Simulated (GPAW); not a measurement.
# SiF (Pm-3m) in GPAW: notebook, part 2 of 2

GPAW 26.7.0. The steps go on from the part before.

### 5 Band structure, PBEsol

run.py

```python
from ase.dft.bandgap import bandgap
from ase.io import read, write
from ase.units import GPa
from gpaw import GPAW, PW, setup_paths

setup_paths.insert(0, '.')

atoms = read('POSCAR')

calc = GPAW(mode=PW(800),
            xc='PBEsol',
            kpts={'size': (9, 9, 9), 'gamma': True},
            occupations={'name': 'fermi-dirac', 'width': 0.05},
            nbands=13,
            convergence={'density': 1e-05, 'energy': 1e-05},
            maxiter=150,
            txt='gpaw.txt')
atoms.calc = calc
energy = atoms.get_potential_energy()
forces = atoms.get_forces()
stress = atoms.get_stress()
calc.write('gs.gpw')
write('result.traj', atoms)
print(f'Energy: {energy:.6f} eV')
print('Forces (eV/A):')
print(forces.round(4))
print('Stress (GPa):', (stress / GPa).round(3))
print('Fermi level:', round(calc.get_fermi_level(), 4), 'eV')
print(f'Gap: {bandgap(calc)[0]:.4f} eV, direct: {bandgap(calc, direct=True)[0]:.4f} eV')

path = atoms.cell.bandpath('GXMGRX,MR', npoints=100, eps=1e-4)
bs_calc = calc.fixed_density(kpts=path, symmetry='off', nbands=21,
                             convergence={'bands': 'CBM+6.0', 'eigenstates': 1e-6}, txt='bands.txt')
bs = bs_calc.band_structure()
bs.write('bs.json')
print(f'Gap on the path: {bandgap(bs_calc)[0]:.4f} eV')
```

POSCAR

```
SiF
1.0
    3.0286000000      0.0000000000      0.0000000000
    0.0000000000      3.0286000000      0.0000000000
    0.0000000000      0.0000000000      3.0286000000
Si F
1 1
Direct
    0.5000000000      0.5000000000      0.5000000000
    0.0000000000      0.0000000000      0.0000000000
```

Potentials or basis: PAW data sets generated in the run's folder for this functional, pw.

The run is started by

```sh
gpaw-setup -f PBEsol F Si
OMP_NUM_THREADS=1 python run.py
```

gpaw.txt:

```text
__  _  _
 | _ |_)|_||  |
 |__||  | ||/\| - 26.7.0

Input parameters:
  mode=PW(ecut=800.0),
  convergence={'density': 1e-05, 'energy': 1e-05},
  kpts=MonkhorstPack(size=(9, 9, 9), gamma=True),
  maxiter=150,
  nbands=13,
  occupations=Occupations(name='fermi-dirac', width=0.05),
  xc=XC(name='PBEsol')

Diagonalizing LCAO Hamiltonian
Converting LCAO to pw mode
   .------.
  /|      |
 * |      |
 | | Si   |
 | .------.
 |/      /
 F------*

Atoms  # Å, Bohr magnetons
|   | symbol |        x |        y |        z |    initial magnetic moments |
|---|--------|----------|----------|----------|-----------------------------|
| 0 |     Si | 1.514300 | 1.514300 | 1.514300 | ( 0.0000,  0.0000,  0.0000) |
| 1 |      F | 0.000000 | 0.000000 | 0.000000 | ( 0.0000,  0.0000,  0.0000) |

Unit cell  # Å
| periodic |        x |        y |        z |  lengths |    angles |
|----------|----------|----------|----------|----------|-----------|
|      yes | 3.028600 | 0.000000 | 0.000000 | 3.028600 | 90.000000 |
|      yes | 0.000000 | 3.028600 | 0.000000 | 3.028600 | 90.000000 |
|      yes | 0.000000 | 0.000000 | 3.028600 | 3.028600 | 90.000000 |

Number of symmetries: 48
Symmetry operations  # r_c * U_cc + t_c -> r_c
|    | kind |            matrix            |
|----|------|------------------------------|
|  0 |  E   |  1, 0, 0,  0, 1, 0,  0, 0, 1 |
|  1 |  σ   |  1, 0, 0,  0, 1, 0,  0, 0,-1 |
|  2 |  σ   |  1, 0, 0,  0, 0, 1,  0, 1, 0 |
|  3 |  C4  |  1, 0, 0,  0, 0, 1,  0,-1, 0 |
|  4 |  C4  |  1, 0, 0,  0, 0,-1,  0, 1, 0 |
|  5 |  σ   |  1, 0, 0,  0, 0,-1,  0,-1, 0 |
|  6 |  σ   |  1, 0, 0,  0,-1, 0,  0, 0, 1 |
|  7 |  C2  |  1, 0, 0,  0,-1, 0,  0, 0,-1 |
[... 169 lines left out ...]
maximum number of iterations: 150

SCF iterations
|iter     | |      energy | eigst |  dens |
|---------|-|-------------|-------|-------|
|iter:   1| |   -8.907782 | -0.26 |       |
|iter:   2| |   -8.725225 | -2.41 | -1.05 |
|iter:   3| |   -8.327501 | -0.91 | -1.12 |
|iter:   4| |   -8.312109 | -2.28 | -1.66 |
|iter:   5| |   -8.308876 | -3.35 | -1.88 |
|iter:   6| |   -8.308404 | -4.26 | -2.61 |
|iter:   7| |   -8.308460 | -5.33 | -2.99 |
|iter:   8| |   -8.308437c| -6.36 | -3.66 |
|iter:   9| |   -8.308438c| -7.63c| -4.72 |
|iter:  10| |   -8.308438c| -8.77c| -5.20c|

Converged in 10 steps
Energy contributions relative to reference atoms: (reference = -10577.709855)

Energy contributions:
  Kinetic:           5.414601
  Coulomb:          -5.943788
  Zero:              0.085868
  External:          0.000000
  Xc:               -7.856330
  Entropy:          -0.017578
  Spinorbit:         0.000000
  ----------------------------
  Free energy:      -8.317227
  Extrapolated:     -8.308438

dipole moment: (-9.079502, -9.079502, -9.079502)  # |e|*Ang

Fermi level: 5.748
Eigenvalues  # (at kpt = [0.000, 0.000, 0.000])
| band index |      eig [eV] | occ [0-2] |
|------------|---------------|-----------|
|          0 |       -18.294 |     2.000 |
|          1 |        -3.200 |     2.000 |
|          2 |         0.504 |     2.000 |
|          3 |         0.504 |     2.000 |
|          4 |         0.504 |     2.000 |
|          5 |        10.918 |     0.000 |
|          6 |        10.918 |     0.000 |
|          7 |        10.918 |     0.000 |
|          8 |        11.504 |     0.000 |
|          9 |        11.504 |     0.000 |
|         10 |        21.673 |     0.000 |
|         11 |        22.700 |     0.000 |
|         12 |        22.700 |     0.000 |

No gap
No difference between direct/indirect transitions

Forces  # eV/Ang
|       x |       y |       z |
|---------|---------|---------|
| 0.00000 | 0.00000 | 0.00000 |  # Si   0
| 0.00000 | 0.00000 | 0.00000 |  # F    1

Stress tensor  # eV/Ang^3
|        x |        y |        z |
|----------|----------|----------|
| 0.028519 | 0.000000 | 0.000000 |
| 0.000000 | 0.028519 | 0.000000 |
| 0.000000 | 0.000000 | 0.028519 |

# Writing to gs.gpw (mode='')
```

stdout:

```text
Energy: -8.308438 eV
Forces (eV/A):
[[0. 0. 0.]
 [0. 0. 0.]]
Stress (GPa): [4.569 4.569 4.569 0.    0.    0.   ]
Fermi level: 5.7477 eV
Gap: 0.0000 eV, direct: 0.0000 eV
Gap on the path: 0.0000 eV
```

bands.txt:

```text
Diagonalizing LCAO Hamiltonian
Converting LCAO to pw mode
convergence criteria:
- Maximum integral of absolute [eigenst]ate change: 1e-06 eV^2 / valence electron
maximum number of iterations: 150

SCF iterations
|iter     | |      energy | eigst |  dens |
|---------|-|-------------|-------|-------|
|iter:   1| |             | +0.15 |       |
[... 104 lines left out ...]
         [0.5       , 0.5       , 0.23076923],
         [0.5       , 0.5       , 0.26923077],
         [0.5       , 0.5       , 0.30769231],
         [0.5       , 0.5       , 0.34615385],
         [0.5       , 0.5       , 0.38461538],
         [0.5       , 0.5       , 0.42307692],
         [0.5       , 0.5       , 0.46153846],
         [0.5       , 0.5       , 0.5       ]])),
  maxiter=150,
  nbands=21,
  occupations=Occupations(name='fermi-dirac', width=0.05),
  symmetry=Symmetry(point_group=False, time_reversal=False),
  xc=XC(name='PBEsol')
```

Wall time 27 s (1 thread of Arm Neoverse V1, shared host); peak memory 0.24 GiB.

What came out:

* Free energy: -8.3172 eV
* Pressure: -4.6 GPa
* Band gap along the path: none (metal or under the smearing width)

Levels at the corners of the path, in eV from the Fermi level:
```tsv
point	band 1	band 2	band 3	band 4	band 5	band 6	band 7	band 8	band 9	band 10
Γ	-24.04	-8.95	-5.24	-5.24	-5.24	5.17	5.17	5.17	5.76	5.76
X	-23.80	-9.80	-4.91	-4.91	-2.61	-2.60	5.03	5.03	7.77	13.16
M	-23.62	-7.22	-7.22	-5.71	-4.70	0.93	0.93	6.08	6.60	11.71
Γ	-24.04	-8.95	-5.24	-5.24	-5.24	5.17	5.17	5.17	5.76	5.76
R	-23.48	-6.11	-6.11	-6.11	-2.83	-0.93	-0.93	-0.93	9.04	9.04
X	-23.80	-9.80	-4.91	-4.91	-2.61	-2.60	5.03	5.03	7.77	13.16
M	-23.62	-7.22	-7.22	-5.71	-4.70	0.93	0.93	6.08	6.60	11.71
R	-23.48	-6.11	-6.11	-6.11	-2.83	-0.93	-0.93	-0.93	9.04	9.04
```

Caveat: an odd number of electrons without spin polarisation forces a metal; a magnetic or distorted state may lie lower.

### 6 Summary

| level | potentials or basis | older calculator (legacy_gpaw) | pressure (GPa) |
| --- | --- | --- | --- |
| GLLB-SC | the program's PAW data sets (release 1.2.1) made for this functional, pw | - | - |
| SCAN | GPAW PAW data sets (gpaw-data 1.2.1), pw | - | -2.3 |
| optB88-vdW | GPAW PAW data sets (gpaw-data 1.2.1), pw | yes | - |
| PBEsol | PAW data sets generated in the run's folder for this functional, pw | - | -4.6 |

Alike in all rows: task band structure; no spin polarisation; cell as given; k mesh 9 × 9 × 9; cutoff (eV) 800; smearing fermi-dirac 0.05 eV.

Caveats: an odd number of electrons without spin polarisation forces a metal; a magnetic or distorted state may lie lower; the PAW data sets were made with another functional, which shifts forces and pressure a little (some runs); a model potential gives levels but no total energy (some runs).

Total energies depend on the potentials used, so only differences within one code and one set of settings carry meaning.
